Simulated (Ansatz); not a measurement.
**C2H8ClNOSi: up Jacob's ladder to CCSD(T)**

An exercise on one series of results from a longer session: the logs are not shown, and one member is left open.

Method: functionals in def2-TZVPP, the program's frozen cores in correlated methods; program: Ansatz 0.2.0, Gaussian basis.

Levels to be run: LDA (SPW92), PBE-D4, revPBE-D4, BLYP-D4, r2SCAN-D4, B97M-V, PBE0-D4, B3LYP-D4, r2SCANh-D4, r2SCAN0-D4, HSE06-D4, BHLYP-D4, CAM-B3LYP-D4, LC-ωPBE, ωB97X-V, ωB97M-V, B2PLYP, PBE-QIDH; CCSD(T)/def2-SVP; CCSD(T)/def2-TZVPP; MP2/def2-QZVPP; extrapolation to the limit; RPA on PBE.

## The geometry

An earlier PBE0-D4 in a triple-zeta def2 set relaxation fixed the geometry.

SMILES `CC[Si](N)(O)Cl`, 14 atoms, charge 0, spin multiplicity 1.

Atoms are counted from 1 here; the program's logs count them from 0.

Bond lengths: C1–C2 1.526 Å, C1–H7 1.092 Å, C1–H8 1.093 Å, C1–H9 1.092 Å, C2–Si3 1.856 Å, C2–H10 1.096 Å, C2–H11 1.096 Å, Si3–N4 1.695 Å, Si3–O5 1.638 Å, Si3–Cl6 2.090 Å, N4–H12 1.006 Å, N4–H13 1.007 Å, O5–H14 0.958 Å. Angles: C2–C1–H7 111.3°, C2–C1–H8 111.2°, C2–C1–H9 111.3°, H7–C1–H8 107.6°, H7–C1–H9 107.8°, H8–C1–H9 107.5°, C1–C2–Si3 114.5°, C1–C2–H10 110.6°, C1–C2–H11 110.4°, Si3–C2–H10 106.5°, Si3–C2–H11 108.2°, H10–C2–H11 106.2°, C2–Si3–N4 110.1°, C2–Si3–O5 114.4°, C2–Si3–Cl6 106.9°, N4–Si3–O5 106.4°, N4–Si3–Cl6 114.0°, O5–Si3–Cl6 105.2° and more.

Geometry (Å):

| atom | x (Å) | y (Å) | z (Å) |
| --- | --- | --- | --- |
| C1 | 0.8887 | -1.7453 | 0.3616 |
| C2 | 0.9312 | -0.2202 | 0.3534 |
| Si3 | -0.6472 | 0.5914 | -0.1881 |
| N4 | -0.4639 | 2.2760 | -0.1890 |
| O5 | -1.1364 | 0.1795 | -1.6965 |
| Cl6 | -2.1534 | -0.1001 | 1.0847 |
| H7 | 0.1233 | -2.1171 | 1.0460 |
| H8 | 0.6636 | -2.1396 | -0.6325 |
| H9 | 1.8470 | -2.1677 | 0.6723 |
| H10 | 1.7150 | 0.1399 | -0.3226 |
| H11 | 1.1872 | 0.1598 | 1.3492 |
| H12 | 0.0046 | 2.7479 | 0.5662 |
| H13 | -1.1588 | 2.8622 | -0.6225 |
| H14 | -1.8137 | -0.4958 | -1.7534 |

Set-up of the first run:

The input, in.yaml:

```yaml
crystal:
  periodic: [false, false, false]
  atoms:
    - {symbol: C, position_ang: [0.888723, -1.745269, 0.361561]}
    - {symbol: C, position_ang: [0.931213, -0.220220, 0.353422]}
    - {symbol: Si, position_ang: [-0.647220, 0.591362, -0.188072]}
    - {symbol: N, position_ang: [-0.463890, 2.275982, -0.189040]}
    - {symbol: O, position_ang: [-1.136434, 0.179452, -1.696522]}
    - {symbol: Cl, position_ang: [-2.153406, -0.100143, 1.084697]}
    - {symbol: H, position_ang: [0.123291, -2.117072, 1.046038]}
    - {symbol: H, position_ang: [0.663572, -2.139592, -0.632524]}
    - {symbol: H, position_ang: [1.846974, -2.167737, 0.672280]}
    - {symbol: H, position_ang: [1.714961, 0.139892, -0.322630]}
    - {symbol: H, position_ang: [1.187189, 0.159760, 1.349228]}
    - {symbol: H, position_ang: [0.004637, 2.747873, 0.566190]}
    - {symbol: H, position_ang: [-1.158756, 2.862168, -0.622473]}
    - {symbol: H, position_ang: [-1.813655, -0.495754, -1.753354]}
basis:
  gaussian: {orbitals: def2-TZVPP}
hamiltonian: {xc: lda}
output: {orbitals: {seedname: orbitals}}
```

Launch:

```bash
$ ansatz run in.yaml --threads 2 --pin off --events-out ev --progress --plain --max-ram 32768MiB --backend cpu
```

Among the steps run: LDA; PBE-D4 (GGA); revPBE-D4 (GGA); BLYP-D4 (GGA); r2SCAN-D4 (meta-GGA); B97M-V (meta-GGA); B3LYP-D4 (hybrid); r2SCANh-D4 (hybrid); r2SCAN0-D4 (hybrid); HSE06-D4 (hybrid); BHLYP-D4 (hybrid); CAM-B3LYP-D4 (range-separated); LC-ωPBE (range-separated); ωB97X-V (range-separated); ωB97M-V (range-separated); B2PLYP (double hybrid); PBE-QIDH (double hybrid).

One of the session's tables, all rows but one given; the rest of the session is left out.

It belongs to the step «Frontier levels by functional». 

| functional | HOMO (eV) | LUMO (eV) | gap (eV) |
| --- | --- | --- | --- |
| LDA (SPW92) | -6.47 | -0.29 | 6.18 |
| PBE-D4 | -6.30 | -0.13 | 6.17 |
| revPBE-D4 | ? | ? | ? |
| BLYP-D4 | -6.17 | -0.15 | 6.02 |
| r2SCAN-D4 | -6.62 | 0.56 | 7.19 |
| B97M-V | -6.71 | 0.08 | 6.80 |
| PBE0-D4 | -7.76 | 0.72 | 8.48 |
| B3LYP-D4 | -7.50 | 0.36 | 7.86 |
| r2SCANh-D4 | -7.17 | 0.81 | 7.98 |
| r2SCAN0-D4 | -7.99 | 1.17 | 9.15 |
| HSE06-D4 | -7.35 | 0.35 | 7.70 |
| BHLYP-D4 | -9.12 | 1.33 | 10.45 |
| CAM-B3LYP-D4 | -9.20 | 1.47 | 10.67 |
| LC-ωPBE | -10.62 | 2.81 | 13.43 |
| ωB97X-V | -10.23 | 2.57 | 12.81 |
| ωB97M-V | -10.12 | 2.12 | 12.24 |

Q: Estimate the row for revPBE-D4 from the others.

The run gave: HOMO (eV): -6.24; LUMO (eV): -0.04; gap (eV): 6.20. In the column «HOMO (eV)» it lies between PBE-D4 (-6.30) and BLYP-D4 (-6.17).
